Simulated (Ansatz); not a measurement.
Y2Ge3:

```
Y Ge
1.0
     4.39243    0.00000    0.00000
    -2.19621    3.80395    0.00000
     0.00000    0.00000    7.10729
Y Ge
2 3
Direct
  0.00000 0.00000 0.27007
  0.00000 0.00000 0.72993
  0.66667 0.33333 0.00000
  0.66667 0.33333 0.50000
  0.33333 0.66667 0.00000
```

The cell comes from a database or a generator and needn't be the stable form of this composition.

| Quantity | Value |
| --- | --- |
| Program | Ansatz 0.2.0 |
| Task | relaxation of cell and atoms |
| Functional | r2SCAN |
| Dispersion | D3(BJ) |
| Potentials or basis | Ansatz PAW |
| Cutoff | 500 eV (not typed: the program's choice for these potentials) |
| k mesh | 7 × 7 × 4 |
| Occupations | fermi-dirac, width 0.05 eV |
| Spin | no spin polarisation |

At the start: volume 23.75 Å³/atom.

Q: Where does the relaxation end?

A: It ends after 7 steps and the volume is 23.15 Å³/atom (-2.5 %); space group P-6m2 (No. 187, to 0.05 Å).

Step by step:
```tsv
step	energy change (eV)	largest force (eV/Å)	volume (Å³)
1	0.0000	0.1286	118.75
2	-0.0130	0.2571	114.79
3	-0.0196	0.0396	115.61
4	-0.0199	0.0032	115.79
5	-0.0191	0.0032	115.79
6	-0.0192	0.0007	115.74
7	-0.0192	0.0007	115.74
```

Final structure:
```
CELL_PARAMETERS angstrom
4.34048 0.00000 0.00000
-2.17024 3.75896 0.00000
0.00000 0.00000 7.09390
ATOMIC_POSITIONS crystal
Y 0.00000 0.00000 0.26902
Y 0.00000 0.00000 0.73098
Ge 0.66667 0.33333 0.00000
Ge 0.66667 0.33333 0.50000
Ge 0.33333 0.66667 0.00000
```

Caveat: the plane-wave basis is chosen anew once the cell has moved, so the energies of steps on either side of that aren't comparable; pairwise dispersion overbinds metals, which lowers pressure and volume; the PAW data sets come from PBE, with cores solved anew for the run's functional, which leaves a small shift of forces and pressure; the dispersion damping was fitted for another functional or another form of the correction.
